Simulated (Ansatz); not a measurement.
# Mo18SeS35: the cost of one run

Method: DFT, PBE, plane-wave PAW, default files, scalar-relativistic, in Ansatz 0.2.0.

### 1 Starting point

It takes space group P3m1 (No. 156, trigonal). The conventional cell has a = 9.507 Å, b = 9.507 Å, c = 12.324 Å, α = 90.00°, β = 90.00°, γ = 120.00°. Mo (site symmetry 3m) has 6 S at 2.41 Å as nearest neighbours. Mo (site symmetry 1) has 6 S at 2.41 Å as nearest neighbours. Around Mo (site symmetry m) lie 5 S at 2.41 Å and 1 Se at 2.41 Å. Mo (site symmetry m) is surrounded by 6 S at 2.41 Å. Se (site symmetry 3m) is surrounded by 3 Mo at 2.41 Å. Only part of the 21 independent sites is listed.

Coordinates:

```cif
data_structure
_symmetry_space_group_name_H-M 'P3m1'
_symmetry_Int_Tables_number 156
_cell_length_a 9.5070
_cell_length_b 9.5070
_cell_length_c 12.3240
_cell_angle_alpha 90.000
_cell_angle_beta 90.000
_cell_angle_gamma 120.000
_cell_volume 964.65
loop_
_atom_site_label
_atom_site_type_symbol
_atom_site_symmetry_multiplicity
_atom_site_Wyckoff_symbol
_atom_site_fract_x
_atom_site_fract_y
_atom_site_fract_z
_atom_site_occupancy
Mo1 Mo 1 a 0.00000 0.00000 0.25000 1
Mo2 Mo 6 e 0.00000 0.33333 0.25000 1
Mo3 Mo 1 b 0.33333 0.66667 0.25000 1
Mo4 Mo 1 c 0.66667 0.33333 0.25000 1
Mo5 Mo 3 d 0.11111 0.88889 0.75000 1
Mo6 Mo 3 d 0.11111 0.55556 0.75000 1
Mo7 Mo 3 d 0.44444 0.22222 0.75000 1
Se1 Se 1 a 0.00000 0.00000 0.62300 1
S1 S 6 e 0.00000 0.33333 0.62300 1
S2 S 1 b 0.33333 0.66667 0.62300 1
S3 S 1 c 0.66667 0.33333 0.62300 1
S4 S 3 d 0.11111 0.88889 0.12300 1
S5 S 3 d 0.11111 0.55556 0.12300 1
S6 S 3 d 0.44444 0.22222 0.12300 1
S7 S 1 a 0.00000 0.00000 0.87700 1
S8 S 6 e 0.00000 0.33333 0.87700 1
S9 S 1 b 0.33333 0.66667 0.87700 1
S10 S 1 c 0.66667 0.33333 0.87700 1
S11 S 3 d 0.11111 0.88889 0.37700 1
S12 S 3 d 0.11111 0.55556 0.37700 1
S13 S 3 d 0.44444 0.22222 0.37700 1
```

Atom 19 of the input is the impurity.

### 2 First run, atoms as given

Contents of input.yaml:

```yaml
crystal:
  lattice:
    - [9.507, 0.0, 0.0]
    - [-4.7535, 8.2333035138, 0.0]
    - [0.0, 0.0, 12.324]
  atoms:
    - { symbol: Mo, position: [0.1111111111, 0.2222222222, 0.25] }
    - { symbol: Mo, position: [0.1111111111, 0.5555555556, 0.25] }
    - { symbol: Mo, position: [0.1111111111, 0.8888888889, 0.25] }
    - { symbol: Mo, position: [0.4444444444, 0.2222222222, 0.25] }
    - { symbol: Mo, position: [0.4444444444, 0.5555555556, 0.25] }
    - { symbol: Mo, position: [0.4444444444, 0.8888888889, 0.25] }
    - { symbol: Mo, position: [0.7777777778, 0.2222222222, 0.25] }
    - { symbol: Mo, position: [0.7777777778, 0.5555555556, 0.25] }
    - { symbol: Mo, position: [0.7777777778, 0.8888888889, 0.25] }
    - { symbol: Mo, position: [0.2222222222, 0.1111111111, 0.75] }
    - { symbol: Mo, position: [0.2222222222, 0.4444444444, 0.75] }
    - { symbol: Mo, position: [0.2222222222, 0.7777777778, 0.75] }
    - { symbol: Mo, position: [0.5555555556, 0.1111111111, 0.75] }
    - { symbol: Mo, position: [0.5555555556, 0.4444444444, 0.75] }
    - { symbol: Mo, position: [0.5555555556, 0.7777777778, 0.75] }
    - { symbol: Mo, position: [0.8888888889, 0.1111111111, 0.75] }
    - { symbol: Mo, position: [0.8888888889, 0.4444444444, 0.75] }
    - { symbol: Mo, position: [0.8888888889, 0.7777777778, 0.75] }
    - { symbol: Se, position: [0.1111111111, 0.2222222222, 0.623] }
    - { symbol: S, position: [0.1111111111, 0.5555555556, 0.623] }
    - { symbol: S, position: [0.1111111111, 0.8888888889, 0.623] }
    - { symbol: S, position: [0.4444444444, 0.2222222222, 0.623] }
    - { symbol: S, position: [0.4444444444, 0.5555555556, 0.623] }
    - { symbol: S, position: [0.4444444444, 0.8888888889, 0.623] }
    - { symbol: S, position: [0.7777777778, 0.2222222222, 0.623] }
    - { symbol: S, position: [0.7777777778, 0.5555555556, 0.623] }
    - { symbol: S, position: [0.7777777778, 0.8888888889, 0.623] }
    - { symbol: S, position: [0.2222222222, 0.1111111111, 0.123] }
    - { symbol: S, position: [0.2222222222, 0.4444444444, 0.123] }
    - { symbol: S, position: [0.2222222222, 0.7777777778, 0.123] }
    - { symbol: S, position: [0.5555555556, 0.1111111111, 0.123] }
    - { symbol: S, position: [0.5555555556, 0.4444444444, 0.123] }
    - { symbol: S, position: [0.5555555556, 0.7777777778, 0.123] }
    - { symbol: S, position: [0.8888888889, 0.1111111111, 0.123] }
    - { symbol: S, position: [0.8888888889, 0.4444444444, 0.123] }
    - { symbol: S, position: [0.8888888889, 0.7777777778, 0.123] }
    - { symbol: S, position: [0.1111111111, 0.2222222222, 0.877] }
    - { symbol: S, position: [0.1111111111, 0.5555555556, 0.877] }
    - { symbol: S, position: [0.1111111111, 0.8888888889, 0.877] }
    - { symbol: S, position: [0.4444444444, 0.2222222222, 0.877] }
    - { symbol: S, position: [0.4444444444, 0.5555555556, 0.877] }
    - { symbol: S, position: [0.4444444444, 0.8888888889, 0.877] }
    - { symbol: S, position: [0.7777777778, 0.2222222222, 0.877] }
    - { symbol: S, position: [0.7777777778, 0.5555555556, 0.877] }
    - { symbol: S, position: [0.7777777778, 0.8888888889, 0.877] }
    - { symbol: S, position: [0.2222222222, 0.1111111111, 0.377] }
    - { symbol: S, position: [0.2222222222, 0.4444444444, 0.377] }
    - { symbol: S, position: [0.2222222222, 0.7777777778, 0.377] }
    - { symbol: S, position: [0.5555555556, 0.1111111111, 0.377] }
    - { symbol: S, position: [0.5555555556, 0.4444444444, 0.377] }
    - { symbol: S, position: [0.5555555556, 0.7777777778, 0.377] }
    - { symbol: S, position: [0.8888888889, 0.1111111111, 0.377] }
    - { symbol: S, position: [0.8888888889, 0.4444444444, 0.377] }
    - { symbol: S, position: [0.8888888889, 0.7777777778, 0.377] }
kpoints:
  mp_grid: { grid: [3, 3, 2] }
scf:
  occupations: { method: fermi_dirac, width: 0.01 }
hamiltonian:
  xc: pbe
  pseudopotentials: { kind: paw }
output:
  forces: true
  stress: true
  populations: true
  efg:
    quadrupole_moments_barn: { Mo: -0.022, S: -0.0694 }
    contact_densities: true
  write_density: true
  write_potential: true
  elf: true
  volumetric_format: npy
```

Run with:

```sh
$ ansatz run input.yaml --threads 4 --pin off --max-ram 8192MiB --backend cpu --events-out ev --progress --plain --runs-dir out
```

**Question.** How long does this run take on 4 threads of AMD EPYC 9R45 (Zen 5), shared host, and how much memory does it need?

About 34 s, with a peak of 5.4 GiB.
